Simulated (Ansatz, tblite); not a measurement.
# The cluster Al₃P₄−: a ladder of methods and basis sets

How do method and basis change the picture of the cluster Al₃P₄− (singlet)?

The runs use Ansatz 0.2.0, Gaussian basis; as each input shows.

Levels to be run: GFN1-xTB, GFN2-xTB, PBE-D4/def2-TZVPD, r2SCAN-D4/def2-TZVPD, HF/def2-TZVPD, BHLYP-D4/def2-TZVPD, PBE-D4/def2-SVPD, PBE0-D4/def2-SVPD, HF/STO-3G, HF/6-31G, B3LYP-D4/6-31G, CCSD(T)/def2-SVPD, MP2/def2-TZVPD, RPA/def2-TZVPD.

2 further runs of the same task are left out: 2 set aside as unsound or not needed.

### Step 1. The structure

The singlet was relaxed beforehand with r2SCAN-D4/def2-SVPD. At that level it is the lowest of the isomers that a small search found.

7 atoms, charge -1, spin multiplicity 1.

Bond lengths: Al1–P5 2.260 Å, Al1–P6 2.343 Å, Al1–P7 2.345 Å, Al2–P4 2.260 Å, Al2–P6 2.342 Å, Al2–P7 2.344 Å, Al3–P4 2.293 Å, Al3–P5 2.293 Å. Angles: P5–Al1–P6 114.9°, P5–Al1–P7 154.1°, P6–Al1–P7 63.4°, P4–Al2–P6 114.9°, P4–Al2–P7 154.2°, P6–Al2–P7 63.4°, P4–Al3–P5 145.1°, Al2–P4–Al3 70.5°, Al1–P5–Al3 70.5°, Al1–P6–Al2 80.1°, Al1–P7–Al2 80.0°.

Geometry (Å):

```xyz
7
charge -1, multiplicity 1
Al   -1.18231   -0.40580   -1.05815
Al    0.49349    1.41326    0.66236
Al    0.96810   -1.13832    0.25996
P     2.50239    0.41961    0.95082
P     0.07132   -2.22078   -1.55116
P    -1.35173    0.08553    1.22607
P    -1.50126    1.84649   -0.48991
```

The ion is computed in the gas phase, without counter-ions or solvent.

PBE0-D4/def2-TZVPD was run before; its log isn't repeated, and its numbers join the tables.

### Step 2. GFN1-xTB

Tight binding, by tblite at 300 K electronic temperature and without a spin-polarisation term:

```python
tblite.interface.Calculator('GFN1-xTB', numbers, positions, charge=-1, uhf=0).singlepoint()
```

Energy -396.1860 eV, HOMO -3.51 eV, LUMO -2.41 eV; 0.02 s.

### Step 3. GFN2-xTB

Tight binding, by tblite at 300 K electronic temperature and without a spin-polarisation term:

```python
tblite.interface.Calculator('GFN2-xTB', numbers, positions, charge=-1, uhf=0).singlepoint()
```

Energy -366.9700 eV, HOMO -5.22 eV, LUMO -3.94 eV; 0.025 s.

### Step 4. PBE-D4/def2-TZVPD

start.molden holds the orbitals of an earlier run on this state, given as this run's starting guess.

in.yaml reads:

```yaml
crystal:
  periodic: [false, false, false]
  atoms:
    - {symbol: Al, position_ang: [-1.182309, -0.405797, -1.058150]}
    - {symbol: Al, position_ang: [0.493491, 1.413263, 0.662363]}
    - {symbol: Al, position_ang: [0.968099, -1.138321, 0.259962]}
    - {symbol: P, position_ang: [2.502393, 0.419607, 0.950823]}
    - {symbol: P, position_ang: [0.071319, -2.220777, -1.551160]}
    - {symbol: P, position_ang: [-1.351732, 0.085531, 1.226074]}
    - {symbol: P, position_ang: [-1.501261, 1.846494, -0.489911]}
basis:
  gaussian: {orbitals: def2-TZVPD, initial_orbitals: start.molden}
total_charge: -1
hamiltonian: {xc: pbe, dispersion: d4}
scf: {omitted_lower_state_checks: [starts]}
output: {orbitals: {seedname: orbitals}}
```

Run with:

```
$ ansatz run in.yaml --threads 4 --pin off --events-out ev --progress --plain --max-ram 4787MiB
```

What it wrote:

```text
Functional definition: PBE
  name "PBE"
  cite "Perdew, Burke & Ernzerhof, Phys. Rev. Lett. 77, 3865 (1996) doi:10.1103/PhysRevLett.77.3865"
  parent pbe
  parameter kappa = 0.804
  parameter beta = 0.06672455060314922
  exchange = pbe_x(kappa = kappa, mu = beta*pi^2/3)
  correlation = pbe_c(beta = beta)
these checks for a lower state are left out or cut short: starts
1892 factors; their error is unknown
mean field evaluation 1: about -56924.3518 eV, gradient 1.7e1 eV
mean field evaluation 2: about -56924.5518 eV, gradient 3.5e-1 eV
mean field evaluation 4: about -56924.5257 eV, gradient 8.7e-2 eV
mean field -56924.52573845 eV, -2091.9377360586 hartree, gradient 1.8e-5 eV, S^2 0.000000; 0 other end points of the search recorded, 0 dependent functions left out
reference -56924.52578471 eV, -2091.9377377587 hartree; 50, 50 occupied and 251, 251 virtual orbitals, 1892 factors
Total energy: -56925.08609447 eV, -2091.9583287625 hartree
Checks for a lower state left out: starts
```

Wall time 9.5 s (4 threads of Arm Neoverse N1, shared host); peak memory 0.71 GiB.

Report: HOMO -0.80 eV, LUMO -0.03 eV.

### Step 5. r2SCAN-D4/def2-TZVPD

in.yaml: that of step 4 with these lines changed.

```diff
@@ -13,3 +13,3 @@
 total_charge: -1
-hamiltonian: {xc: pbe, dispersion: d4}
+hamiltonian: {xc: r2scan, dispersion: d4}
 scf: {omitted_lower_state_checks: [starts]}
```

Launched as before.

What it wrote:

```text
Functional definition: r2SCAN
  name "r2SCAN"
  cite "Furness, Kaplan, Ning, Perdew & Sun, J. Phys. Chem. Lett. 11, 8208 (2020) doi:10.1021/acs.jpclett.0c02405"
  cite "Furness, Kaplan, Ning, Perdew & Sun, J. Phys. Chem. Lett. 11, 9248 (2020) doi:10.1021/acs.jpclett.0c03077"
  parent r2scan
  parameter k0 = 0.174
  parameter k1 = 0.065
  parameter a1 = 4.9479
  exchange = r2scan_x(k0 = k0, k1 = k1, a1 = a1)
  correlation = r2scan_c
these checks for a lower state are left out or cut short: starts
1892 factors; their error is unknown
mean field evaluation 1: about -56947.3236 eV, gradient 1.1e1 eV
mean field evaluation 2: about -56947.3940 eV, gradient 1.7e-1 eV
mean field evaluation 4: about -56947.3605 eV, gradient 1.5e-3 eV
mean field -56947.36052145 eV, -2092.7768988558 hartree, gradient 2.0e-5 eV, S^2 0.000000; 0 other end points of the search recorded, 0 dependent functions left out
reference -56947.36053676 eV, -2092.7768994188 hartree; 50, 50 occupied and 251, 251 virtual orbitals, 1892 factors
Total energy: -56947.48067093 eV, -2092.7813142679 hartree
Checks for a lower state left out: starts
```

Run time: 25 s. Hardware: 4 threads of Arm Neoverse N1, shared host; peak memory 0.76 GiB.

Report: HOMO -0.95 eV, LUMO 0.01 eV.

### Step 6. HF/def2-TZVPD

in.yaml: that of step 5 with these lines changed.

```diff
@@ -13,3 +13,3 @@
 total_charge: -1
-hamiltonian: {xc: r2scan, dispersion: d4}
+hamiltonian: {xc: hf}
 scf: {omitted_lower_state_checks: [starts]}
```

Launched as before.

What it wrote:

```text
Functional definition: HF
  name "HF"
  cite "Fock, Z. Phys. 61, 126 (1930) doi:10.1007/BF01340294"
  parent pbe
  exchange = exact_x
  correlation = 0
these checks for a lower state are left out or cut short: starts
2403 factors; their error is unknown
mean field evaluation 1: about -56838.9469 eV, gradient 4.7e1 eV
mean field evaluation 2: about -56840.2952 eV, gradient 1.9e0 eV
mean field evaluation 4: about -56841.0608 eV, gradient 5.4e-1 eV
mean field -56841.06097958 eV, -2088.8704627448 hartree, gradient 2.3e-5 eV, S^2 0.000000; 0 other end points of the search recorded, 0 dependent functions left out
reference -56841.06097958 eV, -2088.8704627448 hartree; 50, 50 occupied and 251, 251 virtual orbitals, 2403 factors
Total energy: -56841.06097958 eV, -2088.8704627448 hartree
Checks for a lower state left out: starts
```

Wall time 15 s (4 threads of Arm Neoverse N1, shared host); peak memory 1.6 GiB.

Report: HOMO -3.31 eV, LUMO 2.91 eV.

### Step 7. BHLYP-D4/def2-TZVPD

in.yaml: that of step 6 with these lines changed.

```diff
@@ -13,3 +13,3 @@
 total_charge: -1
-hamiltonian: {xc: hf}
+hamiltonian: {xc: {name: BHLYP}, dispersion: d4}
 scf: {omitted_lower_state_checks: [starts]}
```

The command is unchanged.

What it wrote:

```text
Functional definition: BHLYP
  name "BHLYP"
  cite "Becke, J. Chem. Phys. 98, 1372 (1993) doi:10.1063/1.464304"
  cite "Becke, Phys. Rev. A 38, 3098 (1988) doi:10.1103/PhysRevA.38.3098"
  cite "Lee, Yang & Parr, Phys. Rev. B 37, 785 (1988) doi:10.1103/PhysRevB.37.785"
  parameter a = 0.5
  exchange = (1 - a)*b88_x + a*exact_x
  correlation = lyp_c
these checks for a lower state are left out or cut short: starts
2230 factors; their error is unknown
mean field evaluation 1: about -56950.1787 eV, gradient 1.4e1 eV
mean field evaluation 2: about -56950.3137 eV, gradient 2.8e-1 eV
mean field evaluation 4: about -56950.6525 eV, gradient 2.9e-1 eV
mean field -56950.65256394 eV, -2092.8978791862 hartree, gradient 5.2e-5 eV, S^2 0.000000; 0 other end points of the search recorded, 0 dependent functions left out
reference -56950.65273773 eV, -2092.8978855727 hartree; 50, 50 occupied and 251, 251 virtual orbitals, 2230 factors
Total energy: -56951.61055768 eV, -2092.9330848066 hartree
Checks for a lower state left out: starts
```

Wall time 23 s (4 threads of Arm Neoverse N1, shared host); peak memory 1.4 GiB.

Report: HOMO -2.22 eV, LUMO 1.25 eV.

### Step 8. PBE-D4/def2-SVPD

in.yaml: that of step 7 with these lines changed.

```diff
@@ -11,5 +11,5 @@
 basis:
-  gaussian: {orbitals: def2-TZVPD, initial_orbitals: start.molden}
+  gaussian: {orbitals: def2-SVPD, initial_orbitals: start.molden}
 total_charge: -1
-hamiltonian: {xc: {name: BHLYP}, dispersion: d4}
+hamiltonian: {xc: pbe, dispersion: d4}
 scf: {omitted_lower_state_checks: [starts]}
```

The command is unchanged.

What it wrote:

```text
Functional definition: PBE
  name "PBE"
  cite "Perdew, Burke & Ernzerhof, Phys. Rev. Lett. 77, 3865 (1996) doi:10.1103/PhysRevLett.77.3865"
  parent pbe
  parameter kappa = 0.804
  parameter beta = 0.06672455060314922
  exchange = pbe_x(kappa = kappa, mu = beta*pi^2/3)
  correlation = pbe_c(beta = beta)
these checks for a lower state are left out or cut short: starts
1619 factors; their error is unknown
mean field evaluation 1: about -56905.0954 eV, gradient 8.9e0 eV
mean field evaluation 2: about -56905.2860 eV, gradient 2.2e-1 eV
mean field evaluation 4: about -56905.1824 eV, gradient 3.6e-3 eV
mean field -56905.18235001 eV, -2091.2268796448 hartree, gradient 2.0e-5 eV, S^2 0.000000; 0 other end points of the search recorded, 0 dependent functions left out
reference -56905.18239948 eV, -2091.2268814628 hartree; 50, 50 occupied and 118, 118 virtual orbitals, 1619 factors
Total energy: -56905.74270923 eV, -2091.2474724665 hartree
Checks for a lower state left out: starts
```

Run time: 5.5 s. Hardware: 4 threads of Arm Neoverse N1, shared host.

HOMO -0.75 eV, LUMO 0.02 eV.

### Step 9. PBE0-D4/def2-SVPD

in.yaml: that of step 8 with these lines changed.

```diff
@@ -13,3 +13,3 @@
 total_charge: -1
-hamiltonian: {xc: pbe, dispersion: d4}
+hamiltonian: {xc: pbe0, dispersion: d4}
 scf: {omitted_lower_state_checks: [starts]}
```

Launched as before.

What it wrote:

```text
Functional definition: PBE0
  name "PBE0"
  cite "Adamo & Barone, J. Chem. Phys. 110, 6158 (1999) doi:10.1063/1.478522"
  cite "Perdew, Burke & Ernzerhof, Phys. Rev. Lett. 77, 3865 (1996) doi:10.1103/PhysRevLett.77.3865"
  parent pbe
  parameter a = 0.25
  parameter kappa = 0.804
  parameter beta = 0.06672455060314922
  exchange = (1 - a)*pbe_x(kappa = kappa, mu = beta*pi^2/3) + a*exact_x
  correlation = pbe_c(beta = beta)
these checks for a lower state are left out or cut short: starts
1496 factors; integrals over basis functions are off by at most 5.7e-4 eV
mean field evaluation 1: about -56909.6982 eV, gradient 5.2e0 eV
mean field evaluation 2: about -56909.7996 eV, gradient 7.2e-2 eV
mean field evaluation 4: about -56909.8427 eV, gradient 2.0e-4 eV
mean field -56909.84268150 eV, -2091.3981436683 hartree, gradient 1.4e-5 eV, S^2 0.000000; 0 other end points of the search recorded, 0 dependent functions left out
reference -56909.84271913 eV, -2091.3981450510 hartree; 50, 50 occupied and 118, 118 virtual orbitals, 1496 factors
Total energy: -56910.33224840 eV, -2091.4161349199 hartree
Checks for a lower state left out: starts
```

Run time: 7.5 s. Hardware: 4 threads of Arm Neoverse N1, shared host.

From the report: HOMO -1.55 eV, LUMO 0.56 eV.

### Step 10. HF/STO-3G

in.yaml: that of step 9 with these lines changed.

```diff
@@ -11,5 +11,5 @@
 basis:
-  gaussian: {orbitals: def2-SVPD, initial_orbitals: start.molden}
+  gaussian: {orbitals: STO-3G}
 total_charge: -1
-hamiltonian: {xc: pbe0, dispersion: d4}
+hamiltonian: {xc: hf}
 scf: {omitted_lower_state_checks: [starts]}
```

Launched as before.

What it wrote:

```text
Functional definition: HF
  name "HF"
  cite "Fock, Z. Phys. 61, 126 (1930) doi:10.1007/BF01340294"
  parent pbe
  exchange = exact_x
  correlation = 0
these checks for a lower state are left out or cut short: starts
684 factors; integrals over basis functions are off by at most 7.7e-5 eV
mean field evaluation 1: about -56168.3665 eV, gradient 3.9e1 eV
mean field evaluation 2: about -56168.4287 eV, gradient 3.9e1 eV
mean field evaluation 4: about -56175.9063 eV, gradient 2.9e0 eV
mean field evaluation 8: about -56175.9829 eV, gradient 7.3e-4 eV
mean field -56175.98062357 eV, -2064.4292104688 hartree, gradient 2.0e-5 eV, S^2 0.000000; 0 other end points of the search recorded, 0 dependent functions left out
reference -56175.98062357 eV, -2064.4292104688 hartree; 50, 50 occupied and 13, 13 virtual orbitals, 684 factors
Total energy: -56175.98062357 eV, -2064.4292104688 hartree
Checks for a lower state left out: starts
```

Wall time 0.55 s (4 threads of Arm Neoverse N1, shared host).

HOMO 2.77 eV, LUMO 10.50 eV. Doubts: highest occupied level lies above zero.

### Step 11. HF/6-31G

in.yaml: that of step 10 with these lines changed.

```diff
@@ -11,3 +11,3 @@
 basis:
-  gaussian: {orbitals: STO-3G}
+  gaussian: {orbitals: 6-31G}
 total_charge: -1
```

The command is unchanged.

What it wrote:

```text
Functional definition: HF
  name "HF"
  cite "Fock, Z. Phys. 61, 126 (1930) doi:10.1007/BF01340294"
  parent pbe
  exchange = exact_x
  correlation = 0
these checks for a lower state are left out or cut short: starts
974 factors; integrals over basis functions are off by at most 9.0e-5 eV
mean field evaluation 1: about -56827.8433 eV, gradient 2.5e1 eV
mean field evaluation 2: about -56827.8567 eV, gradient 2.5e1 eV
mean field evaluation 4: about -56831.0240 eV, gradient 2.9e0 eV
mean field evaluation 8: about -56831.1010 eV, gradient 1.8e-1 eV
mean field -56831.10174368 eV, -2088.5044675758 hartree, gradient 2.7e-5 eV, S^2 0.000000; 0 other end points of the search recorded, 0 dependent functions left out
reference -56831.10174368 eV, -2088.5044675758 hartree; 50, 50 occupied and 41, 41 virtual orbitals, 974 factors
Total energy: -56831.10174368 eV, -2088.5044675758 hartree
Checks for a lower state left out: starts
```

Wall time 1.3 s (4 threads of Arm Neoverse N1, shared host).

HOMO -3.47 eV, LUMO 2.68 eV.

### Step 12. B3LYP-D4/6-31G

in.yaml: that of step 11 with these lines changed.

```diff
@@ -13,3 +13,3 @@
 total_charge: -1
-hamiltonian: {xc: hf}
+hamiltonian: {xc: {name: B3LYP}, dispersion: d4}
 scf: {omitted_lower_state_checks: [starts]}
```

The command is unchanged.

What it wrote (excerpt; [...] marks lines left out):

```text
Functional definition: B3LYP
  name "B3LYP"
  cite "Stephens, Devlin, Chabalowski & Frisch, J. Phys. Chem. 98, 11623 (1994) doi:10.1021/j100096a001"
  cite "Becke, Phys. Rev. A 38, 3098 (1988) doi:10.1103/PhysRevA.38.3098"
  cite "Lee, Yang & Parr, Phys. Rev. B 37, 785 (1988) doi:10.1103/PhysRevB.37.785"
  cite "Vosko, Wilk & Nusair, Can. J. Phys. 58, 1200 (1980) doi:10.1139/p80-159"
[...]
974 factors; integrals over basis functions are off by at most 9.0e-5 eV
[...]
mean field -56945.60727185 eV, -2092.7124681216 hartree, gradient 3.4e-5 eV, S^2 0.000000; 0 other end points of the search recorded, 0 dependent functions left out
reference -56945.60753639 eV, -2092.7124778431 hartree; 50, 50 occupied and 41, 41 virtual orbitals, 974 factors
Total energy: -56946.54035263 eV, -2092.7467582077 hartree
Checks for a lower state left out: starts
```

It took 3 s on 4 threads of Arm Neoverse N1, shared host.

From the report: HOMO -1.39 eV, LUMO 0.32 eV.

### Step 13. CCSD(T)/def2-SVPD

in.yaml: that of step 12 with these lines changed.

```diff
@@ -11,5 +11,5 @@
 basis:
-  gaussian: {orbitals: 6-31G}
+  gaussian: {orbitals: def2-SVPD, initial_orbitals: start.molden}
 total_charge: -1
-hamiltonian: {xc: {name: B3LYP}, dispersion: d4}
+correlation: {method: ccsd_t}
 scf: {omitted_lower_state_checks: [starts]}
```

The command is unchanged.

What it wrote (excerpt; [...] marks lines left out):

```text
Functional definition: HF
  name "HF"
  cite "Fock, Z. Phys. 61, 126 (1930) doi:10.1007/BF01340294"
  parent pbe
[...]
1496 factors; integrals over basis functions are off by at most 5.7e-4 eV
[...]
mean field -56821.97931257 eV, -2088.1692244161 hartree, gradient 2.6e-6 eV, S^2 0.000000; 0 other end points of the search recorded, 0 dependent functions left out
35 core orbitals not correlated: weight in the atoms' cores, before any rotation towards them, 1.000 or more for the frozen orbitals, at most 0.000 for the correlated occupied ones
reference -56821.97931257 eV, -2088.1692244161 hartree; 15, 15 occupied and 118, 118 virtual orbitals, 1496 factors
second order -18.75984682 eV of doubles, -0.00000000 eV of singles
cycle   1  -18.74070647 eV  change    1.9e-2 eV  update   1.8e-1
[...]
cycle  15  -19.63671304 eV  change   -1.2e-5 eV  update   7.2e-6
perturbative correction -1.47477876 eV, -0.0541971197 hartree
Total energy: -56843.09080437 eV, -2088.9450574298 hartree
Checks for a lower state left out: starts
```

Run time: 38 s. Hardware: 4 threads of Arm Neoverse N1, shared host; peak memory 1.1 GiB.

From the report: Hartree-Fock HOMO -3.25 eV, LUMO 3.01 eV; T1 0.031. Doubts: large T1 diagnostic.

### Step 14. MP2/def2-TZVPD

in.yaml: that of step 13 with these lines changed.

```diff
@@ -11,5 +11,5 @@
 basis:
-  gaussian: {orbitals: def2-SVPD, initial_orbitals: start.molden}
+  gaussian: {orbitals: def2-TZVPD, initial_orbitals: start.molden}
 total_charge: -1
-correlation: {method: ccsd_t}
+correlation: {method: mp2}
 scf: {omitted_lower_state_checks: [starts]}
```

Same command.

What it wrote:

```text
Functional definition: HF
  name "HF"
  cite "Fock, Z. Phys. 61, 126 (1930) doi:10.1007/BF01340294"
  parent pbe
  exchange = exact_x
  correlation = 0
these checks for a lower state are left out or cut short: starts
1851 factors; integrals over basis functions are off by at most 7.6e-4 eV
mean field evaluation 1: about -56838.5052 eV, gradient 4.7e1 eV
mean field evaluation 2: about -56839.8397 eV, gradient 1.9e0 eV
mean field evaluation 4: about -56841.0083 eV, gradient 3.5e0 eV
mean field evaluation 8: about -56841.0616 eV, gradient 3.8e-3 eV
mean field -56841.06156543 eV, -2088.8704842740 hartree, gradient 4.6e-6 eV, S^2 0.000000; 0 other end points of the search recorded, 0 dependent functions left out
35 core orbitals not correlated: weight in the atoms' cores, before any rotation towards them, 1.000 or more for the frozen orbitals, at most 0.000 for the correlated occupied ones
reference -56841.06156543 eV, -2088.8704842740 hartree; 15, 15 occupied and 251, 251 virtual orbitals, 1851 factors
second order -22.33069051 eV of doubles, -0.00000000 eV of singles
Total energy: -56863.39225593 eV, -2089.6911220139 hartree
Checks for a lower state left out: starts
```

Wall time 18 s (4 threads of Arm Neoverse N1, shared host); peak memory 1.1 GiB.

From the report: Hartree-Fock HOMO -3.31 eV, LUMO 2.91 eV.

### Step 15. RPA/def2-TZVPD

in.yaml: that of step 14 with these lines changed.

```diff
@@ -13,4 +13,4 @@
 total_charge: -1
-correlation: {method: mp2}
+hamiltonian: {xc: pbe}
+correlation: {method: rpa}
 scf: {omitted_lower_state_checks: [starts]}
-output: {orbitals: {seedname: orbitals}}
```

Launched as before.

What it wrote (excerpt; [...] marks lines left out):

```text
Functional definition: PBE
  name "PBE"
  cite "Perdew, Burke & Ernzerhof, Phys. Rev. Lett. 77, 3865 (1996) doi:10.1103/PhysRevLett.77.3865"
  parent pbe
[...]
1851 factors; integrals over basis functions are off by at most 7.6e-4 eV
[...]
mean field -56924.52572553 eV, -2091.9377355838 hartree, gradient 1.8e-6 eV, S^2 0.000000; 0 other end points of the search recorded, 0 dependent functions left out
35 core orbitals not correlated: weight in the atoms' cores, before any rotation towards them, 1.000 or more for the frozen orbitals, at most 0.000 for the correlated occupied ones
reference -56838.33171858 eV, -2088.7701642527 hartree; 15, 15 occupied and 251, 251 virtual orbitals, 1851 factors
Total energy: -56875.45680356 eV, -2090.1344859614 hartree
Checks for a lower state left out: starts
```

It took 22 s on 4 threads of Arm Neoverse N1, shared host; peak memory 1.1 GiB.

### Step 16. Levels side by side

| level | functions | HOMO (eV) | LUMO (eV) | gap (eV) | time |
| --- | --- | --- | --- | --- | --- |
| HF/STO-3G | 63 | 2.77 | 10.50 | 7.73 | 0.55 s |
| HF/6-31G | 91 | -3.47 | 2.68 | 6.15 | 1.3 s |
| HF/def2-TZVPD | 301 | -3.31 | 2.91 | 6.22 | 15 s |
| PBE-D4/def2-SVPD | 168 | -0.75 | 0.02 | 0.77 | 5.5 s |
| PBE-D4/def2-TZVPD | 301 | -0.80 | -0.03 | 0.77 | 9.5 s |
| r2SCAN-D4/def2-TZVPD | 301 | -0.95 | 0.01 | 0.96 | 25 s |
| B3LYP-D4/6-31G | 91 | -1.39 | 0.32 | 1.71 | 3 s |
| PBE0-D4/def2-SVPD | 168 | -1.55 | 0.56 | 2.11 | 7.5 s |
| PBE0-D4/def2-TZVPD | 301 | -1.59 | 0.53 | 2.12 | 36 s |
| BHLYP-D4/def2-TZVPD | 301 | -2.22 | 1.25 | 3.47 | 23 s |

Energy pieces by basis (eV):

| basis | HF | MP2 correlation | CCSD correlation | (T) | total |
| --- | --- | --- | --- | --- | --- |
| def2-SVPD | -56821.9793 | -18.7598 | -19.6367 | -1.4748 | -56843.0908 |
| def2-TZVPD | -56841.0616 | -22.3307 |  |  | -56863.3923 (MP2) |

### Step 17. What came out

| quantity | value |
| --- | --- |
| gap in def2-TZVPD, named functionals and Hartree-Fock, smallest and largest | 0.77 eV (PBE-D4), 6.22 eV (HF) |
| correlation energy, CCSD(T)/def2-SVPD | -21.11 eV |
| correlation energy, MP2/def2-TZVPD | -22.33 eV |
| PBE0 total energy, smallest basis above largest | 19.12 eV (def2-SVPD, def2-TZVPD) |

Orbital gaps of the named functionals and Hartree-Fock in def2-TZVPD span 0.77 eV (PBE-D4) to 6.22 eV (HF); exact exchange widens it. Notes on CCSD(T)/def2-SVPD: large T1 diagnostic.

The slowest run with a step of its own, CCSD(T)/def2-SVPD, took 38 s; the quickest functional in def2-TZVPD took 9.5 s (shared host).
